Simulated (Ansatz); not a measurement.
# FH₃NSb, SMILES [NH2][SbH][F]: vertical and adiabatic energies of changing the electron count

Program: the Ansatz DFT code, driven from Python.

The script reads `fh3nsb.xyz`:
```text
6

N    -0.86560    0.09120   -0.60770
Sb   -0.00360   -0.19950    1.23270
F     0.80230   -1.88860    0.56900
H    -1.13040    1.14990   -0.63850
H    -0.17080    0.01960   -1.36480
H     1.41020    0.76320    0.76310
```

Script `fh3nsb.py`:
```python
"""Vertical and adiabatic ionisation of FH3NSb."""

import itertools
import warnings

import ansatz as az
from ase.data import atomic_numbers, covalent_radii
import numpy as np

BASIS = "def2-SVP"
FUNCTIONAL = "cam_b3lyp"
NET_CHARGE = 1

warnings.simplefilter("ignore", az.DeckWarning)

geometry = az.Crystal.molecule_from_extxyz("fh3nsb.xyz")

calc = (
    geometry.calculation()
    .basis(gaussian=BASIS)
    .functional(FUNCTIONAL)
)
symbols = [site.symbol for site in geometry.cartesian_sites]
start = np.array([site.position_ang for site in geometry.cartesian_sites], dtype=float)
data = calc.relax(force_tolerance=0.01).run(threads=1, pin="off").report
end = np.array(data["positions_ang"])

minimum = az.Crystal.molecule()
for symbol, place in zip(symbols, end):
    minimum = minimum.atom(symbol, place.tolist())
ion = (
    minimum.calculation()
    .basis(gaussian=BASIS)
    .functional(FUNCTIONAL)
    .charge(NET_CHARGE)
    .spin("collinear", total=1)
)
vertical = ion.run(threads=1, pin="off").report
settled = ion.relax(force_tolerance=0.01, max_steps=80).run(threads=1, pin="off").report
print(f"vertical ionisation energy   {vertical['free_energy_ev'] - data['free_energy_ev']:.3f} eV")
print(f"adiabatic, no zero point     {settled['free_energy_ev'] - data['free_energy_ev']:.3f} eV")
print(f"relaxation energy of the ion {vertical['free_energy_ev'] - settled['free_energy_ev']:.3f} eV")
ionised = np.array(settled["positions_ang"])
# pairs closer than 1.2 times the sum of covalent radii, before or after
radius = [covalent_radii[atomic_numbers[s]] for s in symbols]
span = lambda where, i, j: np.linalg.norm(where[i] - where[j])
bonded = [(i, j) for i, j in itertools.combinations(range(len(symbols)), 2) if min(span(end, i, j), span(ionised, i, j)) < 1.2 * (radius[i] + radius[j])]
print("pair        before    after (A)")
for i, j in bonded:
    print(f"{symbols[i]}{i}-{symbols[j]}{j}".ljust(10), f"{span(end, i, j):8.4f} {span(ionised, i, j):8.4f}")
```

```console
$ python fh3nsb.py
vertical ionisation energy   9.931 eV
adiabatic, no zero point     9.060 eV
relaxation energy of the ion 0.870 eV
pair        before    after (A)
N0-Sb1       2.0115   2.1415
N0-H3        1.0165   1.0304
N0-H4        1.0169   1.0328
Sb1-F2       1.9492   1.9031
Sb1-H5       1.7192   1.7259
```

Reading the output:
- The energies are electronic: no zero-point or thermal terms, and the basis set is short of its limit. The product may relax into another structure. The relaxation finds the nearest minimum, so the adiabatic value is an upper bound.
- def2 sets replace the cores of elements past krypton by effective core potentials.
- Timing: 120 s on 1 thread of Arm Neoverse V1 (shared host), peak memory 0.28 GiB.

(Lines on the test bed's own set-up are left out of the output.)
